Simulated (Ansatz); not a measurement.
NiMoIrPdW:

```
Ni Mo Pd Ir W
1.0
    -1.37004    1.37004    9.71647
     1.37004   -1.37004    9.71647
     1.37004    1.37004   -9.71647
Ni Mo Pd Ir W
1 1 1 1 1
Direct
  0.19862 0.19862 0.00000
  0.60922 0.60922 0.00000
  0.79310 0.79310 0.00000
  0.39944 0.39944 0.00000
  0.99565 0.99565 0.00000
```

The cell was built by a generator and needn't be a form met in nature.

```yaml
Program: Ansatz 0.2.0
Task: single point
Functional: PBE
Potentials_or_basis: Ansatz PAW
Cutoff: "420 eV (not typed: the program's choice for these potentials)"
k_mesh: 13 × 13 × 13
Occupations: fermi-dirac, width 0.05 eV
Spin: collinear spin, ferromagnetic start
Starting_moments: "[1.0, 1.0, 0.0, 0.6, 0.0] μB"
```

On this cell: pressure 0.0 GPa; largest force 0.032 eV/Å; net moment 0.00 μB per cell; band gap on the k mesh none (metal or under the smearing width).

The same run follows on a disturbed copy (atoms moved at random, drawn with an rms of 0.05 Å):

```
Ni Mo Pd Ir W
1.0
    -1.37004    1.37004    9.71647
     1.37004   -1.37004    9.71647
     1.37004    1.37004   -9.71647
Ni Mo Pd Ir W
1 1 1 1 1
Cartesian
  -0.0218 -0.0171 3.8550
  0.0483 0.0077 11.8153
  0.0063 0.0136 15.4343
  -0.0004 0.0319 7.7431
  0.0053 -0.0189 19.3467
```

Q: What changes?

A: The energy (extrapolated to zero smearing) moves by +5.5 meV/atom; pressure 0.0 GPa; largest force 0.421 eV/Å; net moment 0.00 μB per cell; band gap on the k mesh none (metal or under the smearing width).

Forces in eV/Å, atoms in the order of the input:
```
Ni   0.259  0.126 -0.045
Mo  -0.259 -0.081  0.264
Pd  -0.044 -0.042 -0.317
Ir   0.050 -0.277  0.314
W   -0.006  0.274 -0.215
```

Stress tensor (GPa, compression positive):
```
-0.21 -0.01  0.38
-0.01 -0.20  1.05
 0.38  1.05  0.48
```

Caveats: the starting moments weren't kept.
